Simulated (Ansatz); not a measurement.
**C3H8SSi: a ladder of functionals and wavefunction methods**

One table from this session's results is given with a row withheld; the runs are named, their logs left out.

Program: Ansatz 0.2.0, Gaussian basis. Level of theory: functionals in def2-TZVPP, the program's frozen cores in correlated methods. These are calculated values, not measurements.

Plan: PBE-D4, r2SCAN-D4, PBE0-D4, B3LYP-D4, ωB97X-V, ωB97M-V, B2PLYP; CCSD(T)/def2-TZVPP; MP2/def2-QZVPP; extrapolation to the limit.

## The geometry

All runs share one geometry, relaxed beforehand with PBE0-D4 in a triple-zeta def2 set.

SMILES `C=C([SiH3])SC`, 13 atoms, charge 0, spin multiplicity 1.

Atoms are counted from 1 here; the program's logs count them from 0.

Bond lengths: C1–C2 1.337 Å, C1–H6 1.084 Å, C1–H7 1.087 Å, C2–Si3 1.870 Å, C2–S4 1.754 Å, Si3–H8 1.485 Å, Si3–H9 1.487 Å, Si3–H10 1.487 Å, S4–C5 1.798 Å, C5–H11 1.090 Å, C5–H12 1.091 Å, C5–H13 1.091 Å. Angles: C2–C1–H6 120.9°, C2–C1–H7 122.2°, H6–C1–H7 116.9°, C1–C2–Si3 119.3°, C1–C2–S4 119.1°, Si3–C2–S4 121.3°, C2–Si3–H8 107.8°, C2–Si3–H9 111.4°, C2–Si3–H10 110.8°, H8–Si3–H9 109.0°, H8–Si3–H10 110.0°, H9–Si3–H10 107.8°, C2–S4–C5 103.4°, S4–C5–H11 111.7°, S4–C5–H12 111.9°, S4–C5–H13 105.6°, H11–C5–H12 110.3°, H11–C5–H13 108.9° and more.

Set-up of the first run:

in.yaml reads:

```yaml
crystal:
  periodic: [false, false, false]
  atoms:
    - {symbol: C, position_ang: [-1.381261, 1.695766, -0.151372]}
    - {symbol: C, position_ang: [-0.654475, 0.576216, -0.074924]}
    - {symbol: Si, position_ang: [0.468656, 0.311624, 1.397043]}
    - {symbol: S, position_ang: [-0.883370, -0.674586, -1.283449]}
    - {symbol: C, position_ang: [0.658329, -1.597934, -1.222535]}
    - {symbol: H, position_ang: [-1.332697, 2.445812, 0.629954]}
    - {symbol: H, position_ang: [-2.055366, 1.892541, -0.980682]}
    - {symbol: H, position_ang: [0.286860, 1.461713, 2.318401]}
    - {symbol: H, position_ang: [1.895779, 0.241094, 0.985604]}
    - {symbol: H, position_ang: [0.133276, -0.958001, 2.095074]}
    - {symbol: H, position_ang: [1.509645, -0.980745, -1.508758]}
    - {symbol: H, position_ang: [0.827872, -2.044017, -0.241164]}
    - {symbol: H, position_ang: [0.547153, -2.404181, -1.948392]}
basis:
  gaussian: {orbitals: def2-TZVPP}
hamiltonian: {xc: pbe, dispersion: d4}
output: {forces: true, orbitals: {seedname: orbitals}}
```

The run is started by

```bash
> ansatz run in.yaml --threads 4 --pin off --events-out ev --progress --plain --max-ram 10444MiB
```

Among the steps run: PBE-D4 (GGA); r2SCAN-D4 (meta-GGA); PBE0-D4 (hybrid); B3LYP-D4 (hybrid); ωB97X-V (range-separated); ωB97M-V (range-separated); B2PLYP (double hybrid); CCSD(T) in def2-TZVPP; MP2 in def2-QZVPP.

One table of the session follows, with a row left open; its other results are not shown here.

| method | atomisation energy (kcal/mol) |
| --- | --- |
| PBE-D4 | 1146.2 |
| r2SCAN-D4 | 1131.4 |
| PBE0-D4 | 1131.7 |
| B3LYP-D4 | 1128.7 |
| ωB97X-V | 1131.3 |
| ωB97M-V | 1131.6 |
| B2PLYP | 1114.2 |
| HF/def2-TZVPP | 835.9 |
| MP2/def2-TZVPP | 1109.6 |
| CCSD/def2-TZVPP | 1083.0 |
| CCSD(T)/def2-TZVPP | ? |
| MP2/CBS | 1137.6 |
| CCSD(T)/CBS | 1127.5 |

Q: Estimate the row for CCSD(T)/def2-TZVPP from the others.

**Answer.** atomisation energy (kcal/mol): 1099.4. In the column «atomisation energy (kcal/mol)» it lies between CCSD/def2-TZVPP (1083.0) and MP2/def2-TZVPP (1109.6).

Caveats from the session: Free atoms (3 C, 1 Si, 1 S, 8 H) were run apart at each level; the atomisation energy is their sum less the molecule, without zero-point or spin-orbit terms.
